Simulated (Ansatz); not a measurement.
# F2H2O2Zr: one species, many methods

One table from this session's results is given with a row withheld; the runs are named, their logs left out.

Method: functionals in def2-TZVPP, the program's frozen cores in correlated methods; program: Ansatz 0.2.0, Gaussian basis.

The runs, in order: LDA (SPW92), PBE-D4, revPBE-D4, BLYP-D4, r2SCAN-D4, B97M-V, PBE0-D4, B3LYP-D4, r2SCANh-D4, r2SCAN0-D4, HSE06-D4, BHLYP-D4, CAM-B3LYP-D4, LC-ωPBE, ωB97X-V, ωB97M-V, B2PLYP, PBE-QIDH; CCSD(T)/def2-SVP; CCSD(T)/def2-TZVPP; MP2/def2-QZVPP; extrapolation to the limit; RPA on PBE.

## The relaxed structure

The geometry comes from an earlier relaxation with PBE0-D4 in a triple-zeta def2 set; it is a stationary point, not always the lowest conformer. Zr takes the def2 core potential; no spin-orbit term is included.

SMILES `[OH][Zr]([OH])([F])[F]`, 7 atoms, charge 0, spin multiplicity 1.

Atoms are counted from 1 here; the program's logs count them from 0.

Bond lengths: O1–Zr2 1.910 Å, O1–H6 0.952 Å, Zr2–O3 1.910 Å, Zr2–F4 1.913 Å, Zr2–F5 1.913 Å, O3–H7 0.952 Å. Angles: Zr2–O1–H6 171.5°, O1–Zr2–O3 111.7°, O1–Zr2–F4 109.1°, O1–Zr2–F5 109.1°, O3–Zr2–F4 109.1°, O3–Zr2–F5 109.1°, F4–Zr2–F5 108.9°, Zr2–O3–H7 171.5°.

Coordinates:

```xyz
7
charge 0, multiplicity 1
O    -1.3147   -0.9033   -0.5508
Zr    0.4099   -0.2390   -0.0703
O     0.3010    1.4941    0.7240
F     1.2198   -1.4459    1.1728
F     1.5002   -0.1400   -1.6385
H    -2.2244   -1.1129   -0.7385
H     0.1082    2.3469    1.1012
```

Set-up of the first run:

Contents of in.yaml:

```yaml
crystal:
  periodic: [false, false, false]
  atoms:
    - {symbol: O, position_ang: [-1.314718, -0.903331, -0.550829]}
    - {symbol: Zr, position_ang: [0.409873, -0.238983, -0.070268]}
    - {symbol: O, position_ang: [0.301037, 1.494142, 0.724001]}
    - {symbol: F, position_ang: [1.219789, -1.445857, 1.172839]}
    - {symbol: F, position_ang: [1.500200, -0.139958, -1.638463]}
    - {symbol: H, position_ang: [-2.224369, -1.112879, -0.738470]}
    - {symbol: H, position_ang: [0.108188, 2.346866, 1.101190]}
basis:
  gaussian: {orbitals: def2-TZVPP}
hamiltonian: {xc: lda}
output: {orbitals: {seedname: orbitals}}
```

Run with:

```bash
$ ansatz run in.yaml --threads 4 --pin off --events-out ev --progress --plain --max-ram 10444MiB
```

Steps of the session up to this table: LDA; PBE-D4 (GGA); revPBE-D4 (GGA); BLYP-D4 (GGA); r2SCAN-D4 (meta-GGA); B97M-V (meta-GGA); PBE0-D4 (hybrid); B3LYP-D4 (hybrid); r2SCANh-D4 (hybrid); r2SCAN0-D4 (hybrid); HSE06-D4 (hybrid); BHLYP-D4 (hybrid); CAM-B3LYP-D4 (range-separated); LC-ωPBE (range-separated); ωB97X-V (range-separated); ωB97M-V (range-separated); B2PLYP (double hybrid); PBE-QIDH (double hybrid).

One table of the session follows, with a row left open; its other results are not shown here.

It belongs to the step «Frontier levels by functional». 

| functional | HOMO (eV) | gap (eV) |
| --- | --- | --- |
| LDA (SPW92) | -8.13 | 6.88 |
| PBE-D4 | -7.88 | 6.84 |
| revPBE-D4 | -7.79 | 6.79 |
| BLYP-D4 | -7.79 | 6.70 |
| r2SCAN-D4 | -8.27 | 7.50 |
| B97M-V | -8.32 | 7.38 |
| PBE0-D4 | -9.61 | 9.22 |
| B3LYP-D4 | -9.33 | 8.62 |
| r2SCANh-D4 | -8.92 | 8.49 |
| r2SCAN0-D4 | ? | ? |
| HSE06-D4 | -9.19 | 8.48 |
| BHLYP-D4 | -11.28 | 11.27 |
| CAM-B3LYP-D4 | -11.12 | 11.26 |
| LC-ωPBE | -12.48 | 13.64 |
| ωB97X-V | -12.12 | 13.17 |
| ωB97M-V | -12.06 | 12.53 |

Q: Estimate the row for r2SCAN0-D4 from the others.

Worked estimate for «HOMO (eV)». Against the share of exact exchange, r2SCAN-D4 (0, -8.27), r2SCANh-D4 (0.1, -8.92) give a slope of -6.50 per unit share; at 0.25 the line stands at -9.89.

The run gave: HOMO (eV): -9.90; gap (eV): 9.87. In «HOMO (eV)» the line misses by +0.01.
